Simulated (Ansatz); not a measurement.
# Dy3Re: the cost of one run

Computed with Ansatz 0.2.0 (DFT PBE, scalar-relativistic, plane waves, PAW; 4f electrons in the core of a trivalent norm-conserving potential, unless a step's input says otherwise).

## Step 1: Starting point

It takes space group Fm-3m (No. 225, cubic). The conventional cell has a = 7.730 Å, b = 7.730 Å, c = 7.730 Å, α = 90.00°, β = 90.00°, γ = 90.00°. Dy (site symmetry m-3m) has 8 Dy at 3.35 Å in its first shell of neighbours. Dy (site symmetry -43m) has 4 Dy at 3.35 Å and 4 Re at 3.35 Å in its first shell of neighbours. Re (site symmetry m-3m) has 8 Dy at 3.35 Å in its first shell of neighbours.

As a file:

```cif
data_structure
_symmetry_space_group_name_H-M 'P 1'
_symmetry_Int_Tables_number 1
_cell_length_a 5.4657
_cell_length_b 5.4657
_cell_length_c 5.4657
_cell_angle_alpha 60.000
_cell_angle_beta 60.000
_cell_angle_gamma 60.000
_cell_volume 115.46
loop_
_atom_site_label
_atom_site_type_symbol
_atom_site_fract_x
_atom_site_fract_y
_atom_site_fract_z
_atom_site_occupancy
Dy1 Dy 0.00000 0.00000 0.00000 1
Dy2 Dy 0.75000 0.75000 0.75000 1
Dy3 Dy 0.25000 0.25000 0.25000 1
Re1 Re 0.50000 0.50000 0.50000 1
```

Recipe of the guess: random cell by space group and Wyckoff sites (Fm-3m, No. 225). The dimensions are guesses.

## Step 2: A first look at the guess

Input file input.yaml:

```yaml
crystal:
  lattice:
    - [0.0, 3.86483484, 3.86483484]
    - [3.86483484, 0.0, 3.86483484]
    - [3.86483484, 3.86483484, 0.0]
  atoms:
    - { symbol: Dy, position: [0.0, 0.0, 0.0] }
    - { symbol: Dy, position: [0.75, 0.75, 0.75] }
    - { symbol: Dy, position: [0.25, 0.25, 0.25] }
    - { symbol: Re, position: [0.5, 0.5, 0.5] }
basis:
  ecutwfc: 630
kpoints:
  mp_grid: { grid: [4, 4, 4] }
hamiltonian:
  xc: pbe
  pseudopotentials:
    kind: paw
    azcp: { Dy: "pseudopotentials/pbe/nc/lanthanide_3plus/Dy.nc.azcp" }
scf:
  occupations: { method: gaussian, width: 0.1 }
  lower_state_search: "off"
output:
  forces: true
  stress: true
  eigenvalues: true
```

On the command line:

```sh
> ansatz run input.yaml --threads 1 --pin off --max-ram 2560MiB --backend cpu --events-out ev --progress --plain --runs-dir out
```

Q: Estimate wall time and peak memory on 1 thread of Arm Neoverse V1, shared host.

About 3.6 s, with a peak of 0.38 GiB.
